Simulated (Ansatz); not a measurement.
**HfO+ (octet): the correlation ladder, def2-QZVPP**

An exercise on one series of results from a longer session: the logs are not shown, and one member is left open.

Method: def2-QZVPP, core rule «outside noble gas», up to 5 orbitals frozen; program: Ansatz 0.2.0, Gaussian basis.

To be run: UHF; ROHF; CCSD(T) on UHF.

## The system

The geometry is a PBE0/def2-TZVP stationary point (not a proven minimum) of the parent state, kept for this charge and spin. No spin-orbit coupling is included. Elements past krypton take def2 core potentials.

2 atoms, charge 1, spin multiplicity 8.

Atoms are counted from 1 here; the program's logs count them from 0.

Bond lengths: Hf1–O2 2.580 Å.

As a file:

```xyz
2

Hf    0.00000    0.00000    0.00000
O     0.00000    0.00000    2.58020
```

Set-up of the first run:

in.yaml

```yaml
crystal:
  periodic: [false, false, false]
  atoms:
    - {symbol: Hf, position_ang: [0.000000, 0.000000, 0.000000]}
    - {symbol: O, position_ang: [0.000000, 0.000000, 2.580200]}
basis:
  gaussian: {orbitals: "def2-QZVPP.json"}
total_charge: 1
magnetization: {spin_polarized: true, initial_magnetization: 7}
hamiltonian: {xc: hf}
output: {orbitals: {seedname: orbitals}}
```

Started as:

```console
$ ansatz run in.yaml --threads 1 --pin off --events-out ev --progress --plain --max-ram 2816MiB --backend cpu
```

Steps of the session up to this table: UHF; ROHF; CCSD(T) on UHF.

One of the session's tables, all rows but one given; the rest of the session is left out.

| method | from UCCSD(T) (kcal/mol) |
| --- | --- |
| ROHF | +108.64 |
| UHF | ? |
| UMP2 | +16.10 |
| UCCSD | +2.04 |
| UCCSD(T) | 0 |

Estimate the missing values for UHF.

**Answer.** from UCCSD(T) (kcal/mol): +102.72. In the column «from UCCSD(T) (kcal/mol)» it lies between UMP2 (+16.10) and ROHF (+108.64).
